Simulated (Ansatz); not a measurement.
# WSe2: the cost of one run

Computed with Ansatz 0.2.0 (DFT r²SCAN, frozen-core PAW, scalar-relativistic unless said, unless a step's input says otherwise).

1 further run of the same task is left out (it didn't finish). Runs told in other sessions of the task aren't counted.

## (1) Starting point

It takes space group P6_3/mmc (No. 194, hexagonal). The conventional cell has a = 3.290 Å, b = 3.290 Å, c = 12.970 Å, α = 90.00°, β = 90.00°, γ = 120.00°. W (site symmetry -6m2) is surrounded by 6 Se at 2.53 Å. Se (site symmetry 3m) is surrounded by 3 W at 2.53 Å.

Coordinates:

```
CELL_PARAMETERS angstrom
3.29000 0.00000 0.00000
-1.64500 2.84922 0.00000
0.00000 0.00000 12.97000
ATOMIC_POSITIONS crystal
W 0.33333 0.66667 0.25000
W 0.66667 0.33333 0.75000
Se 0.33333 0.66667 0.62100
Se 0.66667 0.33333 0.12100
Se 0.33333 0.66667 0.87900
Se 0.66667 0.33333 0.37900
```

Cartesian axes are those of the input's lattice vectors. The structure goes back to a database entry.

## (2) Cell and atoms relaxed, PAW

input.yaml

```yaml
crystal:
  lattice:
    - [3.29000000002, 0.0, 0.0]
    - [-1.64500000001, 2.84922357847, 0.0]
    - [0.0, 0.0, 12.97]
  atoms:
    - { symbol: W, position: [0.333333333333, 0.666666666667, 0.25] }
    - { symbol: W, position: [0.666666666667, 0.333333333333, 0.75] }
    - { symbol: Se, position: [0.333333333333, 0.666666666667, 0.621] }
    - { symbol: Se, position: [0.666666666667, 0.333333333333, 0.121] }
    - { symbol: Se, position: [0.333333333333, 0.666666666667, 0.879] }
    - { symbol: Se, position: [0.666666666667, 0.333333333333, 0.379] }
kpoints:
  mp_grid: { grid: [10, 10, 4] }
scf:
  occupations: { method: fermi_dirac, width: 0.1 }
hamiltonian:
  xc: r2scan
  pseudopotentials: { kind: paw }
relax:
  f_tol: 0.002
  max_steps: 80
  cell: {}
output:
  forces: true
  stress: true
```

Run with:

```console
$ ansatz run input.yaml --threads 2 --pin off --max-ram 6144MiB --backend cpu --events-out ev --progress --plain --runs-dir out
```

What time and memory should one allow on 2 threads of Intel Xeon 6975P-C (Granite Rapids), shared host?

About 52 s, with a peak of 0.92 GiB.
